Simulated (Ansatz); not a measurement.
# CH5BN2O: the cost of one run

Program: Ansatz 0.2.0. Level of theory: RKS r2SCAN-D4/def2-mTZVP. These are calculated values, not measurements.

## Step 1: The system as given

Bond lengths: N1–C2 1.232 Å, C2–O3 1.396 Å, O3–B4 1.460 Å, B4–N5 1.557 Å, N1–H6 1.105 Å, C2–H7 1.099 Å, B4–H8 1.170 Å, N5–H9 1.047 Å, N5–H10 1.007 Å. Angles: N1–C2–O3 120.2°, N1–C2–H7 120.5°, O3–C2–H7 119.2°, C2–N1–H6 122.6°, C2–O3–B4 128.5°, O3–B4–N5 121.1°, O3–B4–H8 120.8°, N5–B4–H8 117.6°, B4–N5–H9 102.7°, B4–N5–H10 107.5°, H9–N5–H10 111.1°.

Structure file:

```xyz
10

N    -0.3803    1.3890    0.7389
C     0.2602    0.5786    1.4107
O     0.5079   -0.7033    0.9172
B     0.2354   -1.2315   -0.4163
N    -0.5121   -0.3783   -1.4824
H    -0.6265    2.4024    1.1046
H     0.6640    0.8634    2.3924
H     0.4379   -2.3562   -0.6672
H     0.1915    0.3596   -1.7219
H    -0.6950   -0.9749   -2.2729
```

## Step 2: Relaxing end A

File input.yaml:

```yaml
crystal:
  periodic: [false, false, false]
  atoms:
    - { symbol: "N", position_ang: [-0.3803, 1.389, 0.7389] }
    - { symbol: C, position_ang: [0.2602, 0.5786, 1.4107] }
    - { symbol: O, position_ang: [0.5079, -0.7033, 0.9172] }
    - { symbol: B, position_ang: [0.2354, -1.2315, -0.4163] }
    - { symbol: "N", position_ang: [-0.5121, -0.3783, -1.4824] }
    - { symbol: H, position_ang: [-0.6265, 2.4024, 1.1046] }
    - { symbol: H, position_ang: [0.664, 0.8634, 2.3924] }
    - { symbol: H, position_ang: [0.4379, -2.3562, -0.6672] }
    - { symbol: H, position_ang: [0.1915, 0.3596, -1.7219] }
    - { symbol: H, position_ang: [-0.695, -0.9749, -2.2729] }
basis:
  gaussian: { orbitals: def2-mTZVP }
hamiltonian:
  xc: r2scan
  dispersion: d4
relax:
  f_tol: 0.015
  max_steps: 40
```

Launch:

```bash
> ansatz run input.yaml --threads 2 --pin off --max-ram 3072MiB --backend cpu --events-out ev --progress --plain --runs-dir out
```

Q: Estimate wall time and peak memory on 2 threads of Arm Neoverse V1, shared host.

About 42 s, with a peak of 0.17 GiB.
